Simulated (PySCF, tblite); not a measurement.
# C5H7BF3 radical: geometry, infrared bands and EPR parameters

Wanted: the infrared bands and EPR parameters of C5H7BF3 radical (`[CH2]BC/C=C\C(F)(F)F`), by calculation.

Programs: tblite 0.8.0 and PySCF 2.14.0, with density-fitted response routines of our own. Each step states its level of theory. These are calculated values for one molecule in the gas phase, unless marked as measured. Atoms are numbered from 0 throughout.

**1. The starting structure**

16 atoms, charge 0, multiplicity 2; geometry from: force field or distance geometry start.

Bonds of the start (Å): C0–B1 1.59, B1–C2 1.59, C2–C3 1.50, C3–C4 1.36, C4–C5 1.51, C5–F6 1.39, C5–F7 1.39, C5–F8 1.38, C0–H9 1.11, C0–H10 1.12, B1–H11 1.18, C2–H12 1.09, C2–H13 1.12, C3–H14 1.09, C4–H15 1.09.

**2. Relaxing the molecule with GFN2-xTB**

Job settings and geometry (Å):

```
{"job": {"kind": "relax", "xc": "GFN2-xTB", "basis": "xTB"}, "charge": 0, "multiplicity": 2}
C     -1.974100    -1.625600    -0.462700
B     -1.722200    -0.093300    -0.124400
C     -0.514800     0.689300    -0.807800
C      0.361300     1.331000     0.222100
C      1.464000     0.751000     0.759100
C      2.009400    -0.586100     0.332000
F      2.401200    -0.545800    -0.996500
F      3.126900    -0.882200     1.111700
F      1.070500    -1.577100     0.518600
H     -1.916800    -2.231600     0.468000
H     -2.998200    -1.733600    -0.903400
H     -2.444200     0.462500     0.633000
H      0.036400     0.025800    -1.481000
H     -0.963400     1.498600    -1.434300
H      0.058600     2.302400     0.619000
H      1.997800     1.300600     1.535200
```

Command:

```console
OMP_NUM_THREADS=1 python probes_run.py task.json out
```

One launch serves the whole session: the jobs run in the order shown.

**Question.** This job is followed by: GFN2-xTB harmonic vibrations, gas phase; UKS B3LYP, pcH-1 on B C F H, non-relativistic, mean-field spin-orbit, GIAO. What will the session give for the following? strongest single infrared mode (GFN2-xTB); zero-point energy (GFN2-xTB); g(iso) (B3LYP); ⟨S²⟩; largest a(iso) (averaged by class); potential on the surface of density 0.002 e/bohr³, 1st and 99th percentile.

**Answer**, as computed:

| quantity | value |
| --- | --- |
| strongest single infrared mode (GFN2-xTB) | 1022 cm⁻¹, 326 km/mol |
| zero-point energy (GFN2-xTB) | 68.1 kcal/mol |
| g(iso) (B3LYP) | 2.00258 |
| ⟨S²⟩ | 0.753 (exact 0.75) |
| largest a(iso) (averaged by class) | 13C on C0, 51.5 MHz |
| potential on the surface of density 0.002 e/bohr³, 1st and 99th percentile | -0.73 V and 1.09 V |

What this shows: The optimisation took 71 steps and gained 1.113 eV; among the close pairs (by a distance rule), C0–B1 changed most, from 1.589 to 1.486 Å. No mode is imaginary among the 42: a minimum at this level. The strongest single mode, at 1022 cm⁻¹, moves mainly C5. Unscaled tight-binding wavenumbers are off by several per cent, some by more. Its intensities can rank the bands wrongly. Most of the unpaired spin sits on C0 (0.88 e). The isotropic g lies 0.3 ppt above the free-electron value. These values are for one conformer; the search (at its own cheap level) found 2 more, at 0.18, 0.19 kcal/mol, and measured spectra average over such forms.
